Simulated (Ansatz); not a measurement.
# CuSnF6: relaxing cell and atoms

Wanted: the geometry at rest of CuSnF6 (a crystal from a database, its volume scaled a little), relaxing cell and atoms, and its electronic structure there.

Program: Ansatz 0.2.0. Level of theory: DFT, r2SCAN, with U_eff = 4.91 eV on Cu d, collinear spin, plane waves, PAW. These are calculated values, not measurements.

### Step 1. The system as given

Cell: a = 5.467 Å, b = 5.072 Å, c = 5.229 Å, α = 120.21°, β = 92.52°, γ = 116.33°. First neighbours, in Å: F1: 1 Cu at 1.94, 1 Sn at 1.96; F2: 1 Cu at 1.94, 1 Sn at 1.96; F3: 1 Sn at 1.91, 1 Cu at 2.16; F4: 1 Sn at 1.91, 1 Cu at 2.16; Sn5: 6 F at 1.91 to 1.97; Cu6: 6 F at 1.93 to 2.16; F7: 1 Cu at 1.93, 1 Sn at 1.97; F8: 1 Cu at 1.93, 1 Sn at 1.97.

The coordinates stand in the input below.

It starts from an earlier solution of the starting cell (checkpoint.read).

### Step 2. The walk to rest

File input.yaml:

```yaml
crystal:
  lattice:
    - [5.46716737, 0.0, 0.0]
    - [-2.24952627, 4.54558754, 0.0]
    - [-0.22989325, -3.04926466, 4.24132174]
  atoms:
    - { symbol: F, position: [0.748, 0.118, 0.871] }
    - { symbol: F, position: [0.252, 0.882, 0.129] }
    - { symbol: F, position: [0.737, 0.876, 0.266] }
    - { symbol: F, position: [0.263, 0.124, 0.734] }
    - { symbol: Sn, position: [0.5, 0.0, 0.5] }
    - { symbol: Cu, position: [0.0, 0.0, 0.0] }
    - { symbol: F, position: [0.25, 0.497, 0.364] }
    - { symbol: F, position: [0.75, 0.503, 0.636] }
kpoints:
  mp_grid: { grid: [4, 5, 4], shift: [0.5, 0.0, 0.5] }
magnetization:
  spin_polarized: true
scf:
  occupations: { method: fermi_dirac }
  lower_state_search: "off"
hamiltonian:
  pseudopotentials: { kind: paw }
  xc: r2scan
  hubbard:
    projectors: all-electron-ortho-atomic
    sites: [{ species: Cu, l: d, u_eff: 4.91 }]
basis:
  ecutwfc: 500
  fft_grid_basis: typed
relax:
  max_steps: 80
  cell: { p_target: 0.0 }
output:
  forces: true
  stress: true
  eigenvalues: true
  bader: false
  populations: true
  elf: true
  write_potential: true
  volumetric_format: npy
  dos:
    e_range: [-12, 8]
    de: 0.05
    projected: { site_lists: { Cu: [Cu], F: [F], Sn: [Sn] } }
checkpoint:
  read: saved_state
```

On the command line:

```bash
ansatz run input.yaml --threads 2 --pin off --max-ram 4096MiB --backend cpu --events-out ev --progress --plain --runs-dir out
```

The log of the run, shortened:

```text
Warning: RAYON_NUM_THREADS=2 ignored (pool sized by the plan → 2); use --threads N
F: projections on atomic orbitals take those of the free atom [He] 2s2 2p5, of charge +0.00 (hamiltonian.pseudopotentials.projection_atoms); the dataset's partial waves leave at most 1.6e-8 of an orbital's norm unspanned inside its sphere
Sn: projections on atomic orbitals take those of the free atom [Kr] 4d10 5s2 5p2, of charge +0.00 (hamiltonian.pseudopotentials.projection_atoms); the dataset's partial waves leave at most 5.0e-6 of an orbital's norm unspanned inside its sphere
Cu: projections on atomic orbitals take those of the free atom [Ne] 3s2 3p6 3d10 4s1, of charge +0.00 (hamiltonian.pseudopotentials.projection_atoms); the dataset's partial waves leave at most 2.0e-6 of an orbital's norm unspanned inside its sphere
[...]
Pseudopotentials: kind: paw
Pseudopotential: F, paw, valence charge 7, recommended cutoff 500 eV (meta_gga), F.paw.azcp
Pseudopotential: Sn, paw, valence charge 14, recommended cutoff 500 eV (meta_gga), Sn.paw.azcp
Pseudopotential: Cu, paw, valence charge 19, recommended cutoff 500 eV (meta_gga), Cu.paw.azcp
Functional definition: r2SCAN
[...]
Crystal: 8 atoms, lattice volume = 105.403 Å³
Basis set: ecut = 500 eV, 2681 PW (Γ), exchange–correlation on 160×160×160 points (64 copies of the dense FFT grid, shifted against one another)
Bands: 46, of which v1, the nominal top of the filled ones, is band 38 counted from 1 (37 counted from 0)
Symmetry: 2 space group operations
Space group: P-1 (ITA 2), of the structure as read, at distance tolerance 4.7e-5 Å
k-points: 40 of 80
[...]
SCF iter   1: F=-17529.429892 eV  HF=-17528.841929 eV  |F-HF|=5.88e-1  |Δ(HF+E_count)|=         —  Δρ=1.35e-2 (↑7.09e-3 ↓1.35e-2)  dr2=2.06e-2  dr2_τ=4.87e-3  dr2_m=3.00e-2  M=1.000 μB ∫|m|=1.091 μB  β_m=0.30  ethr=2.74e-5  ⟨swp⟩=2.1  Hψ=21838  notcnv=0
[...]
spin=Collinear: Resta preconditioning applied to the charge; magnetization (m = ρ↑ − ρ↓) channel mixes plain (no charge-response kernel on spin).
[...]
relax step   1: F+E_penalty+E_count = -17529.45551577 eV  Δ(F+E_penalty+E_count) = +0.000e0 eV  max|allowed force component| = 6.010e-1 eV/Å  Δτ_max = 0.0000 Å  P = +4.046 GPa  Ω = 105.403 Å³  (13 SCF iters, dr2 threshold 1.00e-7 eV, accepted)
[...]
relax step   2: F+E_penalty+E_count = -17529.50557713 eV  Δ(F+E_penalty+E_count) = -5.006e-2 eV  max|allowed force component| = 9.314e-2 eV/Å  Δτ_max = 0.0182 Å  P = +0.789 GPa  Ω = 106.893 Å³  energy of the carried Pulay correction = -1.436e-3 eV  (10 SCF iters, dr2 threshold 8.00e-7 eV, accepted)
[...]
spin=Collinear: Resta preconditioning applied to the charge; magnetization (m = ρ↑ − ρ↓) channel mixes plain (no charge-response kernel on spin).
[...]
SCF iter   9: F=-17529.510293 eV  HF=-17529.510293 eV  |F-HF|=5.72e-7  |Δ(HF+E_count)|=   1.16e-5  Δρ=3.21e-5 (↑2.13e-5 ↓3.21e-5)  dr2=1.06e-6  dr2_τ=2.93e-8  dr2_m=1.37e-7  M=1.000 μB ∫|m|=1.064 μB  β_m=0.95  ethr=2.32e-9  ⟨swp⟩=2.0  Hψ=6680  notcnv=0
```

### Step 3. More of the same log

Output, continued:

```text
SCF iter  10: F=-17529.510297 eV  HF=-17529.510296 eV  |F-HF|=6.70e-7  |Δ(HF+E_count)|=   3.30e-6  Δρ=2.26e-5 (↑5.85e-6 ↓2.26e-5)  dr2=2.23e-7  dr2_τ=3.95e-9  dr2_m=1.09e-7  M=1.000 μB ∫|m|=1.064 μB  β_m=0.97  ethr=1.07e-9  ⟨swp⟩=10.0  Hψ=26779  notcnv=0
iter 11 did not close the SCF: its close was put off for a magnetic moment that had not settled (scf_convergence_deferred on its scf_iter line)
SCF iter  11: F=-17529.510299 eV  HF=-17529.510298 eV  |F-HF|=5.61e-7  |Δ(HF+E_count)|=   2.48e-6  Δρ=1.95e-5 (↑2.59e-6 ↓1.95e-5)  dr2=1.36e-7  dr2_τ=1.87e-9  dr2_m=8.37e-8  M=1.000 μB ∫|m|=1.064 μB  β_m=0.60  ethr=2.97e-10  ⟨swp⟩=9.0  Hψ=25835  notcnv=0
SCF iter  12: F=-17529.510303 eV  HF=-17529.510302 eV  |F-HF|=3.06e-7  |Δ(HF+E_count)|=   3.90e-6  Δρ=1.48e-5 (↑4.88e-6 ↓1.48e-5)  dr2=1.06e-7  dr2_τ=2.55e-9  dr2_m=4.68e-8  M=1.000 μB ∫|m|=1.064 μB  ethr=1.81e-10  ⟨swp⟩=6.0  Hψ=23986  notcnv=0
SCF 3 converged in 12 iterations: F = -17529.510303 eV  dr2 = 1.06e-7
relax step   3: F+E_penalty+E_count = -17529.51030265 eV  Δ(F+E_penalty+E_count) = -4.726e-3 eV  max|allowed force component| = 4.896e-2 eV/Å  Δτ_max = 0.0155 Å  P = +0.009 GPa  Ω = 106.817 Å³  energy of the carried Pulay correction = -1.364e-3 eV  (12 SCF iters, dr2 threshold 8.00e-7 eV, accepted)
[... 1 line left out ...]
relax step   4: F+E_penalty+E_count = -17529.51454986 eV  Δ(F+E_penalty+E_count) = -4.247e-3 eV  max|allowed force component| = 5.498e-2 eV/Å  Δτ_max = 0.0280 Å  P = -0.305 GPa  Ω = 105.860 Å³  energy of the carried Pulay correction = -4.437e-4 eV  (16 SCF iters, dr2 threshold 1.50e-7 eV, accepted)
relax step   5: F+E_penalty+E_count = -17529.51805174 eV  Δ(F+E_penalty+E_count) = -3.502e-3 eV  max|allowed force component| = 4.083e-2 eV/Å  Δτ_max = 0.0196 Å  P = -0.123 GPa  Ω = 105.333 Å³  energy of the carried Pulay correction = +6.827e-5 eV  (13 SCF iters, dr2 threshold 7.47e-7 eV, accepted)
relax step   6: F+E_penalty+E_count = -17529.50665681 eV  Δ(F+E_penalty+E_count) = +1.139e-2 eV  max|allowed force component| = 2.572e-1 eV/Å  Δτ_max = 0.0971 Å  P = +0.898 GPa  Ω = 102.003 Å³  energy of the carried Pulay correction = +3.408e-3 eV  (14 SCF iters, dr2 threshold 3.52e-7 eV, rejected (line search))
relax step   7: F+E_penalty+E_count = -17529.52358946 eV  Δ(F+E_penalty+E_count) = -5.538e-3 eV  max|allowed force component| = 1.021e-1 eV/Å  Δτ_max = 0.0340 Å  P = +0.023 GPa  Ω = 104.143 Å³  energy of the carried Pulay correction = +1.242e-3 eV  (21 SCF iters, accepted)
relax step   8: F+E_penalty+E_count = -17529.52673609 eV  Δ(F+E_penalty+E_count) = -3.147e-3 eV  max|allowed force component| = 1.068e-1 eV/Å  Δτ_max = 0.0346 Å  P = +0.610 GPa  Ω = 102.676 Å³  energy of the carried Pulay correction = +2.719e-3 eV  (11 SCF iters, dr2 threshold 6.51e-7 eV, accepted)
relax step   9: F+E_penalty+E_count = -17529.51757009 eV  Δ(F+E_penalty+E_count) = +9.166e-3 eV  max|allowed force component| = 1.883e-1 eV/Å  Δτ_max = 0.0980 Å  P = +0.366 GPa  Ω = 103.955 Å³  energy of the carried Pulay correction = +1.429e-3 eV  (16 SCF iters, dr2 threshold 8.00e-7 eV, rejected (line search))
relax step  10: F+E_penalty+E_count = -17529.52967596 eV  Δ(F+E_penalty+E_count) = -2.940e-3 eV  max|allowed force component| = 6.246e-2 eV/Å  Δτ_max = 0.0419 Å  P = -0.582 GPa  Ω = 104.367 Å³  energy of the carried Pulay correction = +1.019e-3 eV  (22 SCF iters, accepted)
relax step  11: F+E_penalty+E_count = -17529.53123362 eV  Δ(F+E_penalty+E_count) = -1.558e-3 eV  max|allowed force component| = 2.792e-2 eV/Å  Δτ_max = 0.0118 Å  P = +0.147 GPa  Ω = 104.129 Å³  energy of the carried Pulay correction = +1.255e-3 eV  (8 SCF iters, dr2 threshold 8.00e-7 eV, accepted)
relax step  12: F+E_penalty+E_count = -17529.52390673 eV  Δ(F+E_penalty+E_count) = +7.327e-3 eV  max|allowed force component| = 1.115e-1 eV/Å  Δτ_max = 0.0208 Å  P = -0.137 GPa  Ω = 105.068 Å³  energy of the carried Pulay correction = +3.280e-4 eV  (10 SCF iters, dr2 threshold 1.86e-7 eV, rejected (line search))
relax step  13: F+E_penalty+E_count = -17529.53136340 eV  Δ(F+E_penalty+E_count) = -1.298e-4 eV  max|allowed force component| = 7.394e-3 eV/Å  Δτ_max = 0.0056 Å  P = -0.042 GPa  Ω = 104.406 Å³  energy of the carried Pulay correction = +9.801e-4 eV  (18 SCF iters, accepted)
relax step  14: F+E_penalty+E_count = -17529.53138905 eV  Δ(F+E_penalty+E_count) = -2.565e-5 eV  max|allowed force component| = 2.911e-3 eV/Å  Δτ_max = 0.0007 Å  P = +0.004 GPa  Ω = 104.390 Å³  energy of the carried Pulay correction = +9.963e-4 eV  (8 SCF iters, dr2 threshold 1.22e-8 eV, accepted)
[... 15 lines left out ...]
relax step  15: F+E_penalty+E_count = -17529.52994860 eV  Δ(F+E_penalty+E_count) = +1.440e-3 eV  max|allowed force component| = 3.089e-3 eV/Å  Δτ_max = 0.0000 Å  P = +0.006 GPa  Ω = 104.390 Å³  stress off target by 2.87e-2 GPa  SCF on the basis re-selected at this cell (its energy is not comparable with the rows above)  (9 SCF iters)
basis re-selected at this cell: Δ(F+E_penalty+E_count) = +1.440e-3 eV, ΔP = +0.002 GPa vs the last step (what re-selecting the basis moved, of the pressure what is left beyond the Pulay correction that the steps carried, after the strain that the cell walked since its last selection, with what the two solves' SCF thresholds leave and, on support functions, any second-order correction that the steps lacked; it is no measure of the basis error at this ecutwfc). The dense FFT grid was sized anew with the basis: this SCF ran on 45×40×40 points, the steps before it on 40×40×40, so part of this shift can come from that change (see relax.cell in the input reference). This SCF's stress stands 2.87e-2 GPa from its target on what of the cell is left free (relax.cell.stress_tol is 5.00e-2 GPa) and its largest allowed force component is 3.09e-3 eV/Å (relax.f_tol is 1.00e-2 eV/Å): within both
SCF converged after 9 iterations
Magnetization: 1.0000 μB (38.0000 up, 37.0000 down)
Absolute magnetization: 1.0315 μB (∫|ρ↑−ρ↓|, with the PAW one-centre terms)
Spin contamination: 0.0007 ħ² per cell (⟨S²⟩ above its minimum at these occupations)
Per-site moments (μB) at R_I (Å): [(0.01044180443976659, 0.8089456529201945), (0.010441804439766536, 0.8089456529201946), (0.010761961507409885, 0.8093547407469575), (0.010761961507409863, 0.8093547407469575), (0.0018114288026305947, 0.8089456529201945), (0.8565378560373927, 0.7861450589722512), (0.03289970594160449, 0.7861450589722513), (0.032899705941604476, 0.7861450589722512)]
Free energy (F): -17529.529949 eV
Harris-Foulkes:  -17529.529949 eV  (|F-HF|=3.64e-11)
Internal energy: -17529.529949 eV  (E = F + TS)
E sigma→0 (E₀):  -17529.529949 eV
Fermi energy:    4.325815 eV
--- Per-component energies (eV) ---
  E_band       = -1059.290766
  E_kinetic    = 1728.017695
  E_local      = -10561.503159  (includes V_loc(G=0)·N_el)
  E_nonlocal   = 801.129339
  E_hartree    = 4563.502363
  E_xc         = -925.081248
  E_vxc        = -913.558116  (∫ρ·V_xc dr)
  E_hubbard    = 0.415391  (on-site DFT+U / exact-exchange correction)
  E_vhub       = -21.476420  (the Hubbard potential's part of the band-sum identity)
  E_paw        = -7066.560404  (= ΣΔE_a)
  E_vpaw       = -1284.275659  (= ΣTr[D̂ρ^β])
  E_aug_tail   = 0.006340  (compensation charges beyond the density's cutoff)
  E_vtau       = 65.364535  (kinetic-family band-sum trace: ∫τ·v_τ [+ j·A + Jᵃ·Aᵃ] dr)
  E_ewald      = -6069.702126
  E_core_change = 0.245863  (= ΣΔE_core)
  E_smearing   = -0.000000  (= −TS)
  E_closure    = 0.000000  (closes the sum)
  Σ components = -17529.529949   (vs F -17529.529949, Δ=0.00e0)
--- Forces (eV/Å), atoms counted from 1 ---
  atom   1  F      0.00196787    -0.00042260     0.00179986
  atom   2  F     -0.00196787     0.00042260    -0.00179986
  atom   3  F      0.00308949     0.00101263    -0.00143349
  atom   4  F     -0.00308949    -0.00101263     0.00143349
  atom   5  Sn     0.00000000     0.00000000     0.00000000
  atom   6  Cu     0.00000000     0.00000000     0.00000000
  atom   7  F     -0.00007130    -0.00294763    -0.00150972
  atom   8  F      0.00007130     0.00294763     0.00150972
  max |Σ_I F_I| component: 0.00e0 eV/Å
--- Stress (GPa, compression-positive) ---
       -0.008037       0.006913      -0.017921
        0.006911       0.007009      -0.001647
       -0.017928      -0.001633       0.018752
  P = ⅓ Tr σ = 0.0059 GPa (0.059 kbar)
--- Band table (eV; the first three rows and the last of 80) ---
  k-point 0 ↑: bands = ["-113.3147", "-70.4717", "-68.4266", "-68.3560", "-20.6841", "-20.4106", "-20.3568", "-20.1079", "-19.6341", "-19.5876", "-17.1761", "-17.1689", "-17.1252", "-16.4270", "-16.1727", "-4.3623", "-3.9495", "-2.4491", "-2.2158", "-2.1012", "-1.8370", "-1.7510", "-1.4462", "-1.2617", "0.0177", "0.0775", "0.2591", "0.3374", "0.4928", "0.6652", "0.7840", "0.9190", "0.9992", "1.0889", "1.1338", "1.2741", "1.4998", "1.9488", "7.5969", "12.4507", "14.0059", "14.4541", "14.9472", "15.8169", "16.7307", "17.2754"]
[... 3 lines left out ...]
Occupation matrices written to <dir>
--- Relaxed structure (14 steps of the walk, 11 accepted, 1 SCFs on fresh bases) ---
  F+E_penalty+E_count = -17529.52994860 eV   max|allowed force component| = 3.089e-3 eV/Å   (the final SCF, on the basis selected at the relaxed cell)
  cell:  # Å, volume = 104.3900 Å³
    - [5.570094651746018, -0.07173041108690019, 0.09324021721945734]
    - [-2.35151592009243, 4.549032081886331, -0.03279717024637121]
    - [-0.1218803722827579, -3.023565481180743, 4.140984190486302]
  atoms:
    - { symbol: F, position: [0.7426410766930427, 0.13852345996334942, 0.8840246838214351] }
    - { symbol: F, position: [0.2573589233069571, 0.8614765400366506, 0.1159753161785648] }
    - { symbol: F, position: [0.7436586717068312, 0.8676327185608719, 0.2576343220442678] }
    - { symbol: F, position: [0.25634132829316886, 0.13236728143912802, 0.7423656779557322] }
    - { symbol: Sn, position: [0.4999999999999999, 0.0, 0.4999999999999999] }
    - { symbol: Cu, position: [0.0, 0.0, 0.0] }
    - { symbol: F, position: [0.24693907010757538, 0.4903910658183878, 0.37548868007237884] }
    - { symbol: F, position: [0.7530609298924247, 0.5096089341816123, 0.6245113199276212] }
--- Löwdin populations: 8 sites ---
  site symbol       q [e]    m [muB]
     0      F      7.5678     0.0123
     1      F      7.5678     0.0123
     2      F      7.5682     0.0127
     3      F      7.5682     0.0127
     4     Sn     11.8233     0.0019
     5     Cu     17.4669     0.8474
     6      F      7.5590     0.0435
     7      F      7.5590     0.0435
  spilling = 0.004264 (of n_electrons = 75.000000)
```

Run time: 25 min. Hardware: 2 threads of Arm Neoverse N1, shared host; peak memory 1.2 GiB.

Relaxation path:

```
step  energy from step 1 (eV/cell)  largest force component (eV/Å)  pressure (GPa)  volume (Å³)
   1                        0.0000                          0.6010            4.05       105.40
   2                       -0.0501                          0.0931            0.79       106.89
   3                       -0.0548                          0.0490            0.01       106.82
   4                       -0.0590                          0.0550           -0.31       105.86
   5                       -0.0625                          0.0408           -0.12       105.33
  6x                       -0.0511                          0.2572            0.90       102.00
   7                       -0.0681                          0.1021            0.02       104.14
   8                       -0.0712                          0.1068            0.61       102.68
  9x                       -0.0621                          0.1883            0.37       103.96
  10                       -0.0742                          0.0625           -0.58       104.37
  11                       -0.0757                          0.0279            0.15       104.13
 12x                       -0.0684                          0.1115           -0.14       105.07
  13                       -0.0758                          0.0074           -0.04       104.41
  14                       -0.0759                          0.0029            0.00       104.39
  15                       -0.0744                          0.0031            0.01       104.39
```

Step 1 is the start. Step 15 repeats the geometry before on a plane-wave basis chosen anew for that cell, so the energy can jump there without any move; the table keeps such jumps. 3 steps were tried and not accepted (marked x).

| input's cell | before | after | change |
| --- | --- | --- | --- |
| a (Å) | 5.467 | 5.571 | +1.9 % |
| b (Å) | 5.072 | 5.121 | +1.0 % |
| c (Å) | 5.229 | 5.129 | -1.9 % |
| α (°) | 120.21 | 121.19 | +0.98° |
| β (°) | 92.52 | 90.15 | -2.37° |
| γ (°) | 116.33 | 118.08 | +1.75° |
| volume (Å³/atom) | 13.18 | 13.05 | -1.0 % |

The largest move, 0.11 Å, apart from the change of the cell, is shared by several atoms, F1 among them.

[end of part 1 of 2]
